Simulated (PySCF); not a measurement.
# Kr, Kr⁺: ionisation energy in x2c-SVPall

Aim: the ionisation energy of krypton from differences of total energies, at each level of theory, and how far each lands from the tabulated value where there is one.

Program: PySCF 2.14.0. Level of theory: unrestricted determinants in a Gaussian basis, no spin-orbit coupling in the energies. These are calculated values, not measurements, unless marked.

7 further runs of the same task are left out: 4 that didn't finish, 3 set aside as unsound or not needed.

## Step 1: The atom as given

* Element: krypton (Z = 36)
* Basis: x2c-SVPall (5s4p3d, 32 functions)
* Hamiltonian: the spin-free X2C one-electron Hamiltonian (Gaussian nucleus)
* State 1: Kr: [Kr], closed-shell 1S
* State 2: Kr⁺: [Ar] 3d10 4s2 4p5, 2P determinant
* Methods: UHF, B3LYP, M06-L, MP2, CCSD(T)
* Core shells frozen in the correlated runs: valence: [Ar] 3d10 (for Kr)

Outer shells as boxes (Hund's rule):

Kr [Kr]
```
[Ar] core
3d [↑↓][↑↓][↑↓][↑↓][↑↓]
4s [↑↓]
4p [↑↓][↑↓][↑↓]
```

Kr+ [Ar] 3d10 4s2 4p5
```
[Ar] core
3d [↑↓][↑↓][↑↓][↑↓][↑↓]
4s [↑↓]
4p [↑↓][↑↓][↑ ]
```

One driver process ran all states and methods and kept the integrals in memory. Each run is shown as a PySCF script that sums up its settings (the driver passes frozen orbitals as a list and adds second-order terms of double hybrids); the logs are those of the runs themselves. The driver starts from symmetry-adapted Hartree-Fock orbitals, holds the occupation by maximum overlap and uses a logarithmic radial grid for functionals, so a plain start would take other cycles.

The driver's launch:

```
OMP_NUM_THREADS=1 python atomrun2.py TASK.json OUT
```

The integrals over 32 functions and the set-up took 0.14 s of CPU time.

## Step 2: Kr

**UHF**

The input, input.py:

```python
from pyscf import gto, scf, dft, mp, cc
import basis_set_exchange as bse
mol = gto.M(atom="Kr 0 0 0", charge=0, spin=0, symmetry="D2h",
            basis=gto.basis.parse(bse.get_basis("x2c-SVPall", elements=["Kr"], fmt="nwchem", header=False)),
            nucmod="G")
mf = scf.UHF(mol).sfx2c1e()
mf.irrep_nelec = {'Ag': (6, 6), 'B1g': (1, 1), 'B2g': (1, 1), 'B3g': (1, 1), 'B1u': (3, 3), 'B2u': (3, 3), 'B3u': (3, 3)}
mf.kernel()
```

**B3LYP**

input.py differs from the last one in:

```diff
@@ -5,3 +5,3 @@
             nucmod="G")
-mf = scf.UHF(mol).sfx2c1e()
+mf = dft.UKS(mol, xc="B3LYP").sfx2c1e()
 mf.irrep_nelec = {'Ag': (6, 6), 'B1g': (1, 1), 'B2g': (1, 1), 'B3g': (1, 1), 'B1u': (3, 3), 'B2u': (3, 3), 'B3u': (3, 3)}
```

**M06-L**

input.py differs from the last one in:

```diff
@@ -5,3 +5,3 @@
             nucmod="G")
-mf = dft.UKS(mol, xc="B3LYP").sfx2c1e()
+mf = dft.UKS(mol, xc="M06L").sfx2c1e()
 mf.irrep_nelec = {'Ag': (6, 6), 'B1g': (1, 1), 'B2g': (1, 1), 'B3g': (1, 1), 'B1u': (3, 3), 'B2u': (3, 3), 'B3u': (3, 3)}
```

**MP2 (valence)**

input.py differs from the last one in:

```diff
@@ -5,4 +5,5 @@
             nucmod="G")
-mf = dft.UKS(mol, xc="M06L").sfx2c1e()
+mf = scf.UHF(mol).sfx2c1e()
 mf.irrep_nelec = {'Ag': (6, 6), 'B1g': (1, 1), 'B2g': (1, 1), 'B3g': (1, 1), 'B1u': (3, 3), 'B2u': (3, 3), 'B3u': (3, 3)}
 mf.kernel()
+mp.UMP2(mf, frozen=14).kernel()
```

**CCSD(T) (valence)**

input.py differs from the last one in:

```diff
@@ -8,2 +8,3 @@
 mf.kernel()
-mp.UMP2(mf, frozen=14).kernel()
+mycc = cc.CCSD(mf, frozen=14).run()
+mycc.ccsd_t()
```

## Step 3: Kr⁺

**UHF**

The input, input.py:

```python
from pyscf import gto, scf, dft, mp, cc
import basis_set_exchange as bse
mol = gto.M(atom="Kr 0 0 0", charge=1, spin=1, symmetry="D2h",
            basis=gto.basis.parse(bse.get_basis("x2c-SVPall", elements=["Kr"], fmt="nwchem", header=False)),
            nucmod="G")
mf = scf.UHF(mol).sfx2c1e()
mf.irrep_nelec = {'Ag': (6, 6), 'B1g': (1, 1), 'B2g': (1, 1), 'B3g': (1, 1), 'B1u': (3, 3), 'B2u': (3, 3), 'B3u': (3, 2)}
mf.kernel()
```

**B3LYP**

input.py differs from the last one in:

```diff
@@ -5,3 +5,3 @@
             nucmod="G")
-mf = scf.UHF(mol).sfx2c1e()
+mf = dft.UKS(mol, xc="B3LYP").sfx2c1e()
 mf.irrep_nelec = {'Ag': (6, 6), 'B1g': (1, 1), 'B2g': (1, 1), 'B3g': (1, 1), 'B1u': (3, 3), 'B2u': (3, 3), 'B3u': (3, 2)}
```

**M06-L**

input.py differs from the last one in:

```diff
@@ -5,3 +5,3 @@
             nucmod="G")
-mf = dft.UKS(mol, xc="B3LYP").sfx2c1e()
+mf = dft.UKS(mol, xc="M06L").sfx2c1e()
 mf.irrep_nelec = {'Ag': (6, 6), 'B1g': (1, 1), 'B2g': (1, 1), 'B3g': (1, 1), 'B1u': (3, 3), 'B2u': (3, 3), 'B3u': (3, 2)}
```

**MP2 (valence)**

input.py differs from the last one in:

```diff
@@ -5,4 +5,5 @@
             nucmod="G")
-mf = dft.UKS(mol, xc="M06L").sfx2c1e()
+mf = scf.UHF(mol).sfx2c1e()
 mf.irrep_nelec = {'Ag': (6, 6), 'B1g': (1, 1), 'B2g': (1, 1), 'B3g': (1, 1), 'B1u': (3, 3), 'B2u': (3, 3), 'B3u': (3, 2)}
 mf.kernel()
+mp.UMP2(mf, frozen=14).kernel()
```

**CCSD(T) (valence)**

input.py differs from the last one in:

```diff
@@ -8,2 +8,3 @@
 mf.kernel()
-mp.UMP2(mf, frozen=14).kernel()
+mycc = cc.CCSD(mf, frozen=14).run()
+mycc.ccsd_t()
```

Q: Predict the outcome of this session.

As calculated:

```
             quantity                                                      value
ionisation energy, Kr  UHF 13.151, CCSD(T) (valence) 13.727 eV; reference 14.222
```

Each level's miss and price (over 1 difference):

| method | mean absolute miss against the measured value (with the measured fine structure taken into account where it is known) (eV) | CPU time, both states (s) |
| --- | --- | --- |
| UHF | 1.071 | 0.15 |
| B3LYP | 0.115 | 0.67 |
| M06-L | 0.176 | 1 |
| MP2 (valence) | 0.384 | 0.16 |
| SCS-MP2 (valence) | 0.461 | 0.16 |
| CCSD (valence) | 0.498 |  |
| CCSD(T) (valence) | 0.495 | 0.34 |

What this shows: B3LYP lands nearest to the measured value (off by 0.11 eV); UHF misses by most (1.07 eV). Hartree-Fock falls short because the species with more electrons holds more correlation energy, which it lacks. All values hold for this basis alone; no basis-set limit was taken. The dearest level timed, M06-L, costs 6.7 times the cheapest, UHF, and differs from the measured value (with the measured fine structure taken into account where it is known) by 0.18 against 1.07 eV.
